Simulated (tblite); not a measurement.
# C5H13NSSi: the cost of one run

The runs use tblite 0.8.0 and PySCF 2.14.0, with density-fitted response routines of our own; the level of theory stands in each step. All values are computed, except where a source is named. Atoms are numbered from 0 throughout.

## Step 1: The starting structure

21 atoms, charge 0, multiplicity 1; geometry from: force field or distance geometry start.

Bonds of the start (Å): C0–C1 1.52, C1–N2 1.45, N2–Si3 1.76, Si3–S4 2.14, C1–C5 1.52, C5–C6 1.50, C6–C7 1.51, C7–C5 1.49, C0–H8 1.10, C0–H9 1.11, C0–H10 1.10, C1–H11 1.09, N2–H12 1.04, Si3–H13 1.50, Si3–H14 1.47, S4–H15 1.41, C5–H16 1.12, C6–H17 1.11, C6–H18 1.11, C7–H19 1.09, C7–H20 1.12.

## Step 2: Geometry optimisation with GFN2-xTB

Job settings and geometry (Å):

```
{"job": {"kind": "relax", "xc": "GFN2-xTB", "basis": "xTB"}, "charge": 0, "multiplicity": 1}
C      0.148300    -1.679200    -0.726200
C     -0.126700    -0.249500    -0.280800
N      0.751900     0.074400     0.829000
Si     2.455600    -0.035400     0.387300
S      3.399200     1.857500     0.700000
C     -1.562600    -0.149200     0.210600
C     -1.932500     1.223100     0.686000
C     -2.510500     0.670500    -0.595100
H      0.732500    -1.748400    -1.659200
H     -0.834300    -2.186300    -0.810000
H      0.707900    -2.150600     0.098600
H      0.024600     0.494400    -1.063900
H      0.524600    -0.491100     1.666200
H      3.046200    -1.089100     1.278100
H      2.609900    -0.513500    -0.997800
H      3.991500     2.255500    -0.512700
H     -1.911100    -1.061300     0.749900
H     -1.204300     2.044600     0.511100
H     -2.580300     1.311200     1.585000
H     -2.151000     1.070300    -1.545600
H     -3.587800     0.368900    -0.511000
```

On the command line:

```
OMP_NUM_THREADS=1 python probes_run.py task.json out
```

This one command runs all jobs of the session in turn.

Q: Estimate the wall time and peak memory of this first job on 1 thread of Arm Neoverse N1, shared host.

About 3.5 s, with a peak of 0.18 GiB.
